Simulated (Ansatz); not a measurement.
# Al3InSb4: the cost of one run

Computed with Ansatz 0.2.0 (DFT PBE, scalar-relativistic, plane waves, PAW, unless a step's input says otherwise).

2 further runs of the same task are left out: 1 that didn't finish, 1 set aside as unsound or not needed. Runs told in other sessions of the task aren't counted.

## 1. Starting point

It takes space group P3m1 (No. 156, trigonal). The conventional cell has a = 4.457 Å, b = 4.457 Å, c = 14.704 Å, α = 90.00°, β = 90.00°, γ = 120.00°. Al (site symmetry 3m) is surrounded by 4 Sb at 2.71 to 2.72 Å. Around Al (site symmetry 3m) lie 4 Sb at 2.69 to 2.72 Å. In (site symmetry 3m) is surrounded by 4 Sb at 2.80 to 2.86 Å. Around Sb (site symmetry 3m) lie 4 Al at 2.71 to 2.72 Å. Sb (site symmetry 3m) is surrounded by 1 Al at 2.69 Å and 3 In at 2.80 Å. Sb (site symmetry 3m) has 3 Al at 2.72 Å and 1 In at 2.86 Å in its first shell of neighbours.

Structure file:

```
Al In Sb
1.0
     4.45711    0.00000    0.00000
    -2.22856    3.85997    0.00000
     0.00000    0.00000   14.70358
Al In Sb
3 1 4
Cartesian
  2.2286 1.2867 3.7610
  2.2286 1.2867 10.9393
  0.0000 2.5733 7.3544
  0.0000 2.5733 0.0283
  2.2286 1.2867 6.4717
  2.2286 1.2867 13.6326
  0.0000 2.5733 2.8911
  0.0000 2.5733 10.0630
```

It is the end of an earlier relaxation with the same method, from a generated guess; it needn't be the stable form of this composition. At a tolerance of 0.02 Å it has space group P3m1 (No. 156); it has 31.62 Å³/atom, an uncorrected energy of -0.14 eV/atom over the elements.

## 2. Electronic structure at the relaxed geometry

input.yaml

```yaml
crystal:
  lattice:
    - [4.457114078, -2.89e-08, 0.0]
    - [-2.228557014, 3.8599740335, 0.0]
    - [0.0, 0.0, 14.7035832]
  atoms:
    - { symbol: Al, position: [0.6666666667, 0.3333333333, 0.255787] }
    - { symbol: Al, position: [0.6666666667, 0.3333333333, 0.743991] }
    - { symbol: Al, position: [0.3333333333, 0.6666666667, 0.500176] }
    - { symbol: In, position: [0.3333333333, 0.6666666667, 0.001923] }
    - { symbol: Sb, position: [0.6666666667, 0.3333333333, 0.440147] }
    - { symbol: Sb, position: [0.6666666667, 0.3333333333, 0.92716] }
    - { symbol: Sb, position: [0.3333333333, 0.6666666667, 0.196623] }
    - { symbol: Sb, position: [0.3333333333, 0.6666666667, 0.684393] }
basis:
  ecutwfc: 420
kpoints:
  mp_grid: { grid: [12, 12, 4] }
  band_path:
    path:
      - [[0.0, 0.0, 0.0], [0.5, 0.0, 0.0], [0.33333333, 0.33333333, 0.0], [0.0, 0.0, 0.0], [0.0, 0.0, 0.5], [0.5, 0.0, 0.5], [0.33333333, 0.33333333, 0.5], [0.0, 0.0, 0.5]]
      - [[0.5, 0.0, 0.5], [0.5, 0.0, 0.0]]
      - [[0.33333333, 0.33333333, 0.5], [0.33333333, 0.33333333, 0.0]]
    npoints: 14
hamiltonian:
  xc: pbe
scf:
  occupations: { method: gaussian, width: 0.02 }
  n_extra_bands: 20
output:
  forces: true
  stress: true
  eigenvalues: true
  populations: true
  dos: { projected: true, de: 0.02, nscf_kmesh: { grid: [18, 18, 6] } }
  bader: true
  write_density: true
  write_potential: true
  elf: true
  volumetric_format: npy
```

Run with:

```
$ ansatz run input.yaml --threads 4 --pin off --max-ram 8192MiB --backend cpu --events-out ev --progress --plain --runs-dir out
```

Q: Estimate wall time and peak memory on 4 threads of Intel Xeon Platinum 8259CL at 2.50GHz (Skylake/Cascade Lake), shared host.

About 2.2 min, with a peak of 2.1 GiB.
